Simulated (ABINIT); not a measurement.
Input of an ABINIT 10.8.3 (patched build) run:

Contents of run.abi:

```
# Pseudopotentials
pp_dirpath "./"
pseudos "Cd.upf, F.upf"

# Structure
acell 3*1.0 Angstrom
rprim
     2.7777569100     0.0000000000     0.0000000000
     0.0000000000     2.7777569100     0.0000000000
     0.0000000000     0.0000000000     5.7312097800
ntypat 2
znucl 48 9
natom 3
typat 1 2 2
xred
     0.0000000000     0.0000000000     0.0000000000
     0.5000000000     0.5000000000     0.2949999900
     0.5000000000     0.5000000000     0.7050000100

# Plane-wave basis
ecut 53.0

# k points
kptopt 1
ngkpt 8 8 4
nshiftk 1
shiftk 0.0 0.0 0.0

# Exchange and correlation
ixc 7

# Bands and occupations
nband 21
occopt 3
tsmear 0.05 eV

# SCF cycle
nstep 100
tolvrs 1.0e-10

# Output
iomode 3
prtwf 0
prtden 0
prteig 0
prtebands 0
enunit 2
```

Potentials or basis: PseudoDojo NC SR LDA v0.4.1 standard.

Launch:

```console
$ abinit run.abi > log 2>&1
```

Question: Estimate the band gap on the k mesh.

Answer: 0.61 eV, indirect (least direct gap 0.70 eV).

Question: What does it give for the pressure?

Answer: -13.4 GPa.

Question: What does it give for the largest force?

Answer: 3.170 eV/Å.

Stress tensor (GPa, compression positive):
```
 -2.85   0.00   0.00
  0.00  -2.85   0.00
  0.00   0.00 -34.59
```

Caveat: forces of over 1 eV/Å show positions far from the minimum, so gaps and moduli don't describe the material at rest. A k mesh can miss the band edges.
